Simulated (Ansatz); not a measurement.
# ZrBrN: the cost of one run

Computed with the Python package of Ansatz 0.2.0. Level of theory: DFT PBEsol, plane waves, PAW.

## 1. The system

It takes space group P-3m1 (No. 164, trigonal). The conventional cell has a = 3.496 Å, b = 3.496 Å, c = 13.874 Å, α = 90.00°, β = 90.00°, γ = 120.00°. Zr (site symmetry 3m) has 3 N at 2.10 Å and 3 Br at 2.87 Å as nearest neighbours. Around Br (site symmetry 3m) lie 3 Zr at 2.87 Å. N (site symmetry 3m) has 3 Zr at 2.10 Å as nearest neighbours.

Input file zrbrn.extxyz:

```xyz
6
Lattice="3.49647014 0.0 0.0 -1.74823507 3.02803196 0.0 0.0 0.0 13.873535" Properties=species:S:1:pos:R:3 pbc="T T T"
Zr    0.00000000    0.00000000   11.60109159
Zr    0.00000000    0.00000000    2.27244341
Br    1.74823509    1.00934398    4.30896736
Br   -0.00000002    2.01868798    9.56456764
N     1.74823509    1.00934398   12.19600264
N    -0.00000002    2.01868798    1.67753236
```

## 2. The code

push.py reads:

```python
"""Frozen displacement of one atom in ZrBrN."""

from dataclasses import dataclass

import ansatz
import numpy as np


@dataclass(frozen=True)
class RunConfig:
    kgrid: tuple[int, ...] = (6, 6, 2)
    cutoff: int = 450
    xc: str = "PBEsol"
    occupations: str = "fixed"


cfg = RunConfig()

xtal = ansatz.Crystal.from_extxyz("zrbrn.extxyz")

inverse = np.linalg.inv(np.array(xtal.lattice.vectors))
home = np.array(xtal.sites[2].position)
values = np.linspace(-0.2, 0.2, 5)
energies, pulls = [], []
for shift in values:
    moved = xtal.move(2, to=home + shift * inverse[2])
    calculation = (
        moved.calculation()
        .kpoints(*cfg.kgrid)  # the mesh must be finer for metals
        .basis(cfg.cutoff)
        .functional(cfg.xc)
        .occupations(cfg.occupations)  # no smearing
        .forces()
    )
    summary = calculation.run(threads=1).report
    energies.append(summary["free_energy_ev"])
    pulls.append(summary["forces_ev_ang"][2][2])

# the force is minus the slope of the free energy
print("shift (A)   dE (eV)   force along z (eV/A)")
for shift, e, f in zip(values, energies, pulls):
    print(f"{shift:8.3f} {e - energies[2]:10.5f} {f:12.4f}")
print(f"stiffness from energies {2 * np.polyfit(values, energies, 2)[0]:.3f}, from forces {-np.polyfit(values, pulls, 1)[0]:.3f} eV/A^2")
```

## 3. What the engine is handed

The package turns the script's settings into the engine's input (first run):

```yaml
crystal:
  lattice:
    - [3.49647014, 0.0, 0.0]
    - [-1.74823507, 3.02803196, 0.0]
    - [0.0, 0.0, 13.873535]
  atoms:
    - { symbol: Zr, position: [0.0, 0.0, 0.8362030001726307] }
    - { symbol: Zr, position: [0.0, 0.0, 0.16379699982736917] }
    - { symbol: Br, position: [0.6666666712858963, 0.3333333311316833, 0.2961730633180368] }
    - { symbol: Br, position: [0.3333333287141038, 0.6666666688683168, 0.6894110001524485] }
    - { symbol: "N", position: [0.6666666712858963, 0.3333333311316833, 0.8790839998601654] }
    - { symbol: "N", position: [0.3333333287141038, 0.6666666688683168, 0.12091600013983458] }
basis:
  ecutwfc: 450.0
kpoints:
  mp_grid:
    grid: [6, 6, 2]
hamiltonian:
  xc: pbesol
scf:
  occupations:
    method: fixed
output:
  forces: true
```

## 4. The run

Launch:

```bash
> python push.py
```

What time and memory should one allow on 1 thread of Arm Neoverse V1, shared host?

About 27 s, with a peak of 0.47 GiB.
